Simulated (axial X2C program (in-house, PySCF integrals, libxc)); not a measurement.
# SeAl⁻: properties at the nuclei

Wanted for SeAl⁻: properties at the nuclei, at the two-component level.

Method: two-component X2C with atomic mean-field terms, Se dyall-acv3z, Al dyall-av3z; program: an in-house X2C program for linear molecules on PySCF integrals.

All values are calculated.

### Step 1. Set-up

Input file task.json:

```json
{"zs": [34, 13], "q": -1, "bas": ["dyall-acv3z", "dyall-av3z"], "r0": 2.2, "levels": ["PBE0", "HF", "r2SCAN", "PBE50", "PBE"], "nst": 3}
```

Keys: zs atomic numbers; q charge; bas basis sets; r0 starting distance in Å; levels methods (HF also brings MP2); nst determinants followed.

Run with:

```console
python soeom.py task.json out
```

After this run come: Expectation values, lowest determinant; Expectation values, a higher determinant; Expectation values, a higher determinant.

**Question.** What will these runs give? Wanted: lowest determinant; qzz Se; qzz Al; higher determinant; Eeff magnitude; Ws magnitude Se; A∥/gI Se (for each run or level that gives them).

As calculated:

| quantity | value |
| --- | --- |
| lowest determinant | Ω = 0 (closed shell) |
| qzz Se (a.u.), PBE0 | -0.49 |
| qzz Al (a.u.), PBE0 | -1.05 |
| higher determinant | Ω = 2 (excess of +ω over −ω: ω = 1/2, ω = 3/2) |
| Eeff magnitude (GV/cm), PBE0, higher determinant | 0.624 |
| Ws magnitude Se (kHz), PBE0, higher determinant | 0.108 |
| A∥/gI Se (MHz), PBE0, higher determinant | 87.7 |
| qzz Se (a.u.), PBE0, higher determinant | 3.39 |
| higher determinant | Ω = 1 (excess of +ω over −ω: 2 × ω = 1/2) |
| Eeff magnitude (GV/cm), PBE0, higher determinant | 0.387 |
| Ws magnitude Se (kHz), PBE0, higher determinant | 0.0989 |
| A∥/gI Se (MHz), PBE0, higher determinant | 178 |
| qzz Se (a.u.), PBE0, higher determinant | 4.07 |

The expectation values come from single determinants, which for open shells can mix terms of unlike spin or miss the lowest Ω, so a determinant need not be a state. Eeff is the effective electric field on the electron dipole moment in this Ω state and Ws the scalar–pseudoscalar constant (defined with the proton number Z and per Ω); A∥ is the parallel hyperfine constant, which follows by multiplying with the nuclear g factor gI = μI/(I μN); qzz is the electric field gradient, eQq0 = 234.96 MHz × Q/barn × qzz. The operators were transformed with the bare-nucleus X2C matrices.
